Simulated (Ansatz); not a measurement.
# Mg3S2O: the cost of one run

Computed with Ansatz 0.2.0 (DFT PBE, scalar-relativistic, plane waves, PAW, unless a step's input says otherwise).

**1. The structure to begin with**

Symmetry: P-4m2, No. 115, tetragonal system. The conventional cell has a = 3.557 Å, b = 3.557 Å, c = 7.729 Å, α = 90.00°, β = 90.00°, γ = 90.00°. Mg (site symmetry 2mm) is surrounded by 5 S at 2.66 to 2.80 Å. Around Mg (site symmetry -4m2) lie 4 O at 2.52 Å and 4 S at 2.70 Å. S (site symmetry 2mm) is surrounded by 7 Mg at 2.66 to 2.80 Å and 2 O at 2.70 Å. O (site symmetry -4m2) is surrounded by 4 Mg at 2.52 Å.

As a file:

```cif
data_structure
_symmetry_space_group_name_H-M 'P 1'
_symmetry_Int_Tables_number 1
_cell_length_a 3.5572
_cell_length_b 3.5572
_cell_length_c 7.7292
_cell_angle_alpha 90.000
_cell_angle_beta 90.000
_cell_angle_gamma 90.000
_cell_volume 97.80
loop_
_atom_site_label
_atom_site_type_symbol
_atom_site_fract_x
_atom_site_fract_y
_atom_site_fract_z
_atom_site_occupancy
Mg1 Mg 0.50000 0.00000 0.62505 1
Mg2 Mg 0.00000 0.50000 0.37495 1
Mg3 Mg 0.50000 0.50000 0.00000 1
S1 S 0.50000 0.00000 0.26261 1
S2 S 0.00000 0.50000 0.73739 1
O1 O 0.00000 0.00000 0.00000 1
```

A structure generator made this guess: species swapped into a database cell of Ti2CuSb3 (P-4m2, No. 115), with S on the Ti sites, O on the Cu sites and Mg on the Sb sites. Its size is a rough estimate.

**2. Probe: one point on a coarse mesh**

input.yaml

```yaml
crystal:
  lattice:
    - [3.55723881, 0.0, 0.0]
    - [0.0, 3.55723881, 0.0]
    - [0.0, 0.0, 7.7291816]
  atoms:
    - { symbol: Mg, position: [0.5, 0.0, 0.62505198] }
    - { symbol: Mg, position: [0.0, 0.5, 0.37494802] }
    - { symbol: Mg, position: [0.5, 0.5, 0.0] }
    - { symbol: S, position: [0.5, 0.0, 0.26260599] }
    - { symbol: S, position: [0.0, 0.5, 0.73739401] }
    - { symbol: O, position: [0.0, 0.0, 0.0] }
basis:
  ecutwfc: 420
kpoints:
  mp_grid: { grid: [6, 6, 2] }
hamiltonian:
  xc: pbe
scf:
  occupations: { method: gaussian, width: 0.1 }
  lower_state_search: "off"
output:
  forces: true
  stress: true
  eigenvalues: true
```

Command:

```console
> ansatz run input.yaml --threads 1 --pin off --max-ram 2560MiB --backend cpu --events-out ev --progress --plain --runs-dir out
```

Q: Estimate wall time and peak memory on 1 thread of Intel Xeon at 2.50GHz (Skylake/Cascade Lake), shared host.

About 5.6 s, with a peak of 0.34 GiB.
